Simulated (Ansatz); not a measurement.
# CH6O3Si: small, medium and large basis sets

The task here is to estimate one member of a computed series from the others.

Program: Ansatz 0.2.0, Gaussian basis. Level of theory: one geometry, several basis sets. These are calculated values, not measurements.

Levels to be run: PBE0-D4/def2-SVP; ωB97M-V/def2-SVP; PBE0-D4/def2-QZVPP; ωB97M-V/def2-QZVPP; the functionals' def2-TZVPP values are taken from earlier runs.

### The geometry

An earlier PBE0-D4 in a triple-zeta def2 set relaxation fixed the geometry.

11 atoms, charge 0, spin multiplicity 1.

Atoms are counted from 1 here; the program's logs count them from 0.

Bond lengths: C1–O2 1.410 Å, C1–H6 1.096 Å, C1–H7 1.094 Å, C1–H8 1.091 Å, O2–Si3 1.636 Å, Si3–O4 1.631 Å, Si3–O5 1.634 Å, Si3–H9 1.477 Å, O4–H10 0.959 Å, O5–H11 0.958 Å. Angles: O2–C1–H6 111.7°, O2–C1–H7 111.1°, O2–C1–H8 108.4°, H6–C1–H7 108.5°, H6–C1–H8 108.4°, H7–C1–H8 108.7°, C1–O2–Si3 123.8°, O2–Si3–O4 114.3°, O2–Si3–O5 105.6°, O2–Si3–H9 109.6°, O4–Si3–O5 108.9°, O4–Si3–H9 104.7°, O5–Si3–H9 114.0°, Si3–O4–H10 117.5°, Si3–O5–H11 116.4°.

Set-up of the first run:

in.yaml reads:

```yaml
crystal:
  periodic: [false, false, false]
  atoms:
    - {symbol: C, position_ang: [-0.301506, 1.515328, -0.811847]}
    - {symbol: O, position_ang: [0.479682, 0.655520, -0.012753]}
    - {symbol: Si, position_ang: [0.176614, -0.941087, 0.172953]}
    - {symbol: O, position_ang: [-1.223978, -1.273887, 0.939212]}
    - {symbol: O, position_ang: [1.417570, -1.522998, 1.061724]}
    - {symbol: H, position_ang: [-0.474046, 1.094997, -1.809173]}
    - {symbol: H, position_ang: [-1.271668, 1.713692, -0.345724]}
    - {symbol: H, position_ang: [0.232571, 2.460261, -0.923363]}
    - {symbol: H, position_ang: [0.038494, -1.577214, -1.152625]}
    - {symbol: H, position_ang: [-1.249759, -1.145710, 1.889111]}
    - {symbol: H, position_ang: [2.241423, -1.035900, 1.012987]}
basis:
  gaussian: {orbitals: def2-SVP}
hamiltonian: {xc: pbe0, dispersion: d4}
output: {orbitals: {seedname: orbitals}}
```

Steps of the session up to this table: PBE0-D4 in def2-SVP; ωB97M-V in def2-SVP; PBE0-D4 in def2-QZVPP; ωB97M-V in def2-QZVPP.

One table of the session follows, with a row left open; its other results are not shown here.

It belongs to the step «Density functionals: the series». 

| functional | basis | HOMO (eV) | LUMO (eV) |
| --- | --- | --- | --- |
| PBE0-D4 | def2-SVP | -8.26 | 1.61 |
| PBE0-D4 | def2-TZVPP | -8.43 | 0.92 |
| PBE0-D4 | def2-QZVPP | -8.48 | 0.49 |
| ωB97M-V | def2-SVP | -10.67 | 3.28 |
| ωB97M-V | def2-TZVPP | -10.87 | 2.38 |
| ωB97M-V | def2-QZVPP | ? | ? |

**Question.** Estimate the row for ωB97M-V, def2-QZVPP.

**Answer.** HOMO (eV): -10.91; LUMO (eV): 1.68. In the column «HOMO (eV)» it is the lowest.
